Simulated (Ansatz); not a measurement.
The system is CsLiCr2Te2S3.

```
CELL_PARAMETERS angstrom
3.31929 1.91639 6.87982
-3.31929 1.91639 6.87982
0.00000 -3.83279 6.87982
ATOMIC_POSITIONS crystal
Cs 0.00000 0.00000 0.00000
Li 0.50000 0.50000 0.50000
Cr 0.79848 0.79848 0.79848
Cr 0.20152 0.20152 0.20152
Te 0.67990 0.67990 0.67990
Te 0.32010 0.32010 0.32010
S 0.13626 0.86374 0.50000
S 0.50000 0.13626 0.86374
S 0.86374 0.50000 0.13626
```

The cell was built by a generator and needn't be a form met in nature.

- Program: Ansatz 0.2.0
- Task: relaxation of cell and atoms
- Functional: PBE
- Dispersion: D4
- Potentials or basis: Ansatz PAW
- Cutoff: 420 eV (not typed: the program's choice for these potentials)
- k mesh: 4 × 4 × 4
- Occupations: fermi-dirac, width 0.05 eV
- Spin: collinear spin, ferromagnetic start
- Starting moments: [0.0, 0.0, 3.0, 3.0, 0.0, 0.0, 0.0, 0.0, 0.0] μB

At the start: volume 29.18 Å³/atom.

Task: Where does the relaxation end?

Result: It ends after 6 steps and the volume is 26.47 Å³/atom (-9.3 %); space group R32 (No. 155, to 0.05 Å); moment 4.00 μB per cell.

Step by step:
| step | energy change (eV) | largest force (eV/Å) | volume (Å³) |
| --- | --- | --- | --- |
| 1 | 0.0000 | 0.0128 | 262.58 |
| 2 | -0.0068 | 0.0605 | 249.32 |
| 3 | -0.0456 | 0.0656 | 235.07 |
| 4 | -0.0490 | 0.0677 | 238.34 |
| 5 | -0.0498 | 0.0043 | 238.23 |
| 6 | -0.0476 | 0.0041 | 238.23 |

Final structure:
```xyz
9
Lattice="3.2825 1.8951 6.3828 -3.2825 1.8951 6.3828 0.0000 -3.7903 6.3828" Properties=species:S:1:pos:R:3 pbc="T T T"
Cs    0.0000    0.0000    0.0000
Li    0.0000    0.0000    9.5741
Cr    0.0000    0.0000   15.2324
Cr    0.0000    0.0000    3.9158
Te    0.0000    0.0000   12.8003
Te    0.0000    0.0000    6.3479
S    -2.3771    0.0000    9.5741
S     1.1885   -2.0586    9.5741
S     1.1885    2.0586    9.5741
```

Caveat: the plane-wave basis is chosen anew once the cell has moved, so the energies of steps on either side of that aren't comparable; only a ferromagnetic start was run, and an antiferromagnetic order may lie lower in energy; pairwise dispersion overbinds metals, which lowers pressure and volume.
